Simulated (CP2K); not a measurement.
**Sn3Te under changes of volume**

One of the cells (28.798 Å³/atom); the others are scaled copies at fixed shape and fractional positions:

```
Te Sn
1.0
     4.86562    0.00000    0.00000
     0.00000    4.86562    0.00000
     0.00000    0.00000    4.86562
Te Sn
1 3
Direct
  0.00000 0.00000 0.00000
  0.00000 0.50000 0.50000
  0.50000 0.00000 0.50000
  0.50000 0.50000 0.00000
```

The cell comes from a database or a generator and needn't be the stable form of this composition.

| Item | Value |
| --- | --- |
| Program | CP2K 2026.2 |
| Functional | PBEsol |
| Potentials or basis | POTENTIAL_UZH Te GTH-PBE-q6, Sn GTH-PBE-q4; TZVP-MOLOPT-PBE-GTH basis |
| Density cutoff | 6123 eV |
| k mesh | 6 × 6 × 6 |
| Occupations | fermi-dirac, width 0.05 eV |
| Spin | no spin polarisation |

```csv
volume (Å³/atom),energy over the lowest point (meV/atom),pressure (GPa)
27.070,21.08,3.7
27.646,10.03,2.5
28.222,3.11,1.3
28.798,0.00,0.3
29.373,?,?
29.949,3.99,-1.4
30.525,10.44,-2.2
```

**Question.** What does the run at 29.373 Å³/atom give?

**Answer.** Energy over the lowest point 0.40 meV/atom; pressure -0.6 GPa.

Worked out: A Birch-Murnaghan fit of order 3 (a polynomial in V^(-2/3)) to the other rows has its minimum at 29.02 Å³/atom with B0 = V·E''(V) = 47 GPa and B' = 3.5. It gives 0.40 meV/atom at 29.373 Å³/atom, against the run's 0.40, and -dE/dV = -0.6 GPa, against -0.6.

Energies are extrapolated to zero smearing.

Caveats: the potentials were made for another functional, which shifts forces and pressure; the basis of atomic orbitals isn't converged, which shifts pressures, moduli and gaps.
